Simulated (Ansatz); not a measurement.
Ta-Tc mixtures: a scan of ordered alloys across composition, run with Ansatz 0.2.0 through its Python package.

Script `alloy_ta.py`:
```python
"""Ordered Ta-Tc cells across composition, after relaxing cells and atoms."""

from collections import Counter
import logging
import sys
import warnings

import ansatz as az
import numpy as np

logging.basicConfig(stream=sys.stdout, format="%(levelname)s:%(name)s:%(message)s")
log = logging.getLogger("ansatz_job")
log.setLevel(logging.INFO)


def fcc(a_site, a):
    return (
        az.Lattice.fcc(a)
        .space_group(225)
        .atom(a_site, [0, 0, 0])
        .primitive()
    )

A_FIRST, A_LAST = 4.16, 3.85


def compute(name, crystal):
    calc = crystal.calculation()
    calc = calc.basis(41 * az.Ry)
    calc = calc.functional("lda")
    calc = calc.kpoints(spacing=0.27)
    calc = calc.occupations("fermi_dirac", width=0.1)
    calc = calc.band_table()
    calc = calc.relax(force_tolerance=0.01, max_steps=30, cell=True)
    return calc.run(threads=1)

def relaxed_twice(name, crystal):
    # the second pass draws mesh and plane waves anew for the relaxed cell
    first = compute(name, crystal)
    again = az.Crystal(lattice=az.Lattice.of(first.lattice.cell_ang))
    for site in first.report["lattice"]["sites"]:
        again = again.atom(site["symbol"], site["position_frac"])
    return compute(name, again)


def volume_per_atom(outcome):
    return abs(np.linalg.det(outcome.lattice.cell_ang)) / len(outcome.lattice.sites)


def counts(outcome):
    return Counter(site.symbol for site in outcome.lattice.sites)

warnings.simplefilter("ignore", az.DeckWarning)

# ordered cells: the first k mixed sites take the second element
phases = {}
for k in range(4 + 1):
    a = A_FIRST + (A_LAST - A_FIRST) * k / 4
    cell = fcc("Ta", a).conventional().resolved()
    sites = [site.position for site in cell.sites if site.symbol == "Ta"]
    for position in sites[:k]:
        cell = cell.substitution("Tc", at=position, replaces="Ta")
    phases[f"Ta{4 - k}Tc{k}"] = cell.resolved()

done = {name: relaxed_twice(name, crystal) for name, crystal in phases.items()}

# x is the share of the second element on the mixed sites; both end members stand on this same lattice
x = {name: counts(o)["Tc"] / (counts(o)["Ta"] + counts(o)["Tc"]) for name, o in done.items()}
first, last = min(x, key=x.get), max(x, key=x.get)
energy = {name: o.report["energy_sigma0_ev"] / len(o.lattice.sites) for name, o in done.items()}
volume = {name: volume_per_atom(o) for name, o in done.items()}
rows = []
for name in sorted(done, key=x.get):
    line = lambda table: (1 - x[name]) * table[first] + x[name] * table[last]
    rows.append((name, x[name], 1000 * (energy[name] - line(energy)), volume[name], 100 * (volume[name] / line(volume) - 1)))
log.info("| cell | x(Tc) | E_mix (meV/atom) | V (A^3/atom) | excess V (%) |")
log.info("| --- | --- | --- | --- | --- |")
for row in rows:
    log.info(f"| {row[0]} | {row[1]:.3f} | {row[2]:+.1f} | {row[3]:.3f} | {row[4]:+.2f} |")
# a fit of these few cells to Omega x(1 - x); small periodic cells, not a random solution
shape = np.array([row[1] * (1 - row[1]) for row in rows])
print("Omega =", round(float(shape @ [row[2] for row in rows] / (shape @ shape)), 1), "meV/atom")
```

Do these ordered cells favour mixing or separation, and does the volume follow a straight line between the end members?

Mixing energies: -6 meV an atom at x(Tc) = 0.25 (volume -0.3 % off the straight line), -653 meV an atom at x(Tc) = 0.50 (volume -2.8 % off the straight line) and -72 meV an atom at x(Tc) = 0.75 (volume -1.0 % off the straight line). Values this small can change sign on a finer mesh.

The run itself:

```console
$ python alloy_ta.py
INFO:ansatz_job:| cell | x(Tc) | E_mix (meV/atom) | V (A^3/atom) | excess V (%) |
INFO:ansatz_job:| --- | --- | --- | --- | --- |
INFO:ansatz_job:| Ta4Tc0 | 0.000 | +0.0 | 17.776 | +0.00 |
INFO:ansatz_job:| Ta3Tc1 | 0.250 | -5.8 | 16.745 | -0.28 |
INFO:ansatz_job:| Ta2Tc2 | 0.500 | -653.4 | 15.365 | -2.82 |
INFO:ansatz_job:| Ta1Tc3 | 0.750 | -72.0 | 14.680 | -1.00 |
INFO:ansatz_job:| Ta0Tc4 | 1.000 | +0.0 | 13.845 | +0.00 |
Omega = -1339.7 meV/atom
```

What to keep in mind:
- For the metals among these phases the mesh is modest: differences between phases can be off by up to 40 meV an atom.
- Spin-orbit coupling, which matters for elements this heavy, is left out.
- These are small ordered cells, with both end members on the same lattice, which need not be their own; they aren't random solutions. Differences under about 40 meV an atom lie within the error of mesh and functional.
- The cells are prototypes set up for this calculation and needn't exist.
- It ran for 3.6 min on 1 thread of Arm Neoverse V2, on a shared host, peak memory 0.51 GiB.

(Lines on the test bed's own set-up are left out of the output.)
